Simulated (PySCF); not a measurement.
# H6O6Ru ([Ru(OH)6]-): the cost of one run

Computed with PySCF 2.14.0 and routines of our own; the level stands in each step. Atoms count from 0.

## (1) The starting structure

13 atoms, charge -1, states of the metal's open shell are computed; geometry from: model geometry, bond lengths from ionic radii.

## (2) Ligand-field states: state-averaged CASSCF in water

The job: settings as JSON, then the geometry in Å.

```
{"job": {"kind": "lf", "basis": {"metal": "x2c-TZVPall", "ligand": "x2c-SVPall"}, "nevpt": true, "solvent": "water"}, "charge": -1, "metal": "Ru", "open_shell": "d3"}
Ru     0.000000     0.000000     0.000000
O      0.000000     0.000000     1.895000
H      0.800000     0.000000     2.435000
O      0.000000     0.000000    -1.895000
H     -0.800000     0.000000    -2.435000
O      1.895000     0.000000     0.000000
H      2.435000     0.800000     0.000000
O     -1.895000     0.000000     0.000000
H     -2.435000    -0.800000     0.000000
O      0.000000     1.895000     0.000000
H      0.000000     2.435000     0.800000
O     -0.000000    -1.895000     0.000000
H     -0.000000    -2.435000    -0.800000
```

Method: state-averaged CASSCF of the metal d shell, SC-NEVPT2 on the averaged canonical orbitals, state-interaction spin-orbit coupling.

On the command line:

```console
$ OMP_NUM_THREADS=1 python lf_run.py task.json out
```

One launch serves the whole session: the jobs run in the order shown.

**Question.** How long does this first job take on 1 thread of Intel Xeon Platinum 8375C at 2.90GHz, shared host, and how much memory does it need?

About 23 s, with a peak of 0.48 GiB.
